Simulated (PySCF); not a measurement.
**[PrF2]+: other functionals and bases at one geometry**

The task here is to estimate one member of a computed series from the others.

Method: several levels, as the steps say, no spin–orbit coupling; program: PySCF 2.14.0.

1 further run of the same task is left out (for a known fault of the program).

## Starting geometry

3 atoms, charge 1, spin multiplicity 1.

Bond lengths: Pr1–F2 2.009 Å, Pr1–F3 2.009 Å. Angles: F2–Pr1–F3 108.7°.

Geometry (Å):

```
Pr    0.00000    0.00000   -0.37902
F     1.63227    0.00000    0.79154
F    -1.63227    0.00000    0.79154
```

Formal oxidation states: Pr +3. Each metal's 2 4f electrons lie in its core potential, so multiplicities, spins and levels count the valence alone. An earlier session relaxed this geometry at PBE0, Pr lcecp-1-SVP with ECP48, F def2-SVP (singlet, point group C2v).

At PBE0 on the finer grid: E = -232.117608 Eh, HOMO -15.87 eV, LUMO -7.57 eV, Mulliken charge on Pr1 +1.69 e, largest force component 0.009 eV/Å. 

Levels to run: TPSSh; PBE; PBE0, TZVP. Hardware: 2 threads of Intel Xeon Platinum 8375C at 2.90GHz (Ice Lake), shared host.

The first run:

run.py (the lines that set the calculation) reads:

```python
mol = gto.M(atom='''
Pr     0.00000     0.00000    -0.37902
F      1.63227     0.00000     0.79154
F     -1.63227     0.00000     0.79154''',
    basis={'Pr': 'lcecp-1-SVP', 'F': 'def2-SVP'},
    ecp={'Pr': 'lcecp-1-SVP'},
    charge=1, spin=0)
mf = dft.RKS(mol, xc='TPSSH')
mf.grids.atom_grid = (75, 302)  # f atoms: unpruned, at least (60, 302)
mf = mf.density_fit()  # fitting sets: Pr AutoAux, F def2-universal-JKFIT
mf.conv_tol = 1e-08; mf.max_cycle = 55
mf.kernel(dm0)  # dm0: the density of the relaxed state
```

Launch:

```bash
$ OMP_NUM_THREADS=2 python run.py
```

Among the steps run: TPSSh; PBE; PBE0, TZVP.

One table of the session follows, with a row left open; its other results are not shown here.

| level | HOMO (eV) | gap (eV) | charge on Pr1 (e) | dipole (D) | largest force component (eV/Å) |
| --- | --- | --- | --- | --- | --- |
| PBE0 (relaxed here) | -15.87 | 8.30 | 1.69 | 6.51 | 0.01 |
| TPSSh | -14.80 | 7.00 | 1.66 | 6.35 | 0.35 |
| PBE | -14.00 | 5.70 | 1.54 | 5.97 | 0.43 |
| PBE0, TZVP | ? | ? | ? | ? | ? |

**Question.** Estimate the row for PBE0, TZVP.

As computed: HOMO (eV): -15.91; gap (eV): 8.43; charge on Pr1 (e): 1.86; dipole (D): 6.56; largest force component (eV/Å): 0.28. In the column «HOMO (eV)» it is the lowest.

The dipole of a charged species depends on the origin, so these sizes hold for this origin alone.

In one basis the HOMO–LUMO gap runs from 5.70 eV (PBE) to 8.30 eV (PBE0). The largest leftover force, 0.43 eV/Å with PBE, stands at a geometry relaxed at another level. With 4f in the core, its levels are missing from HOMO and gap, and its count is fixed, so no charge can pass from the ligands into it. Total energies of different levels can't be compared.
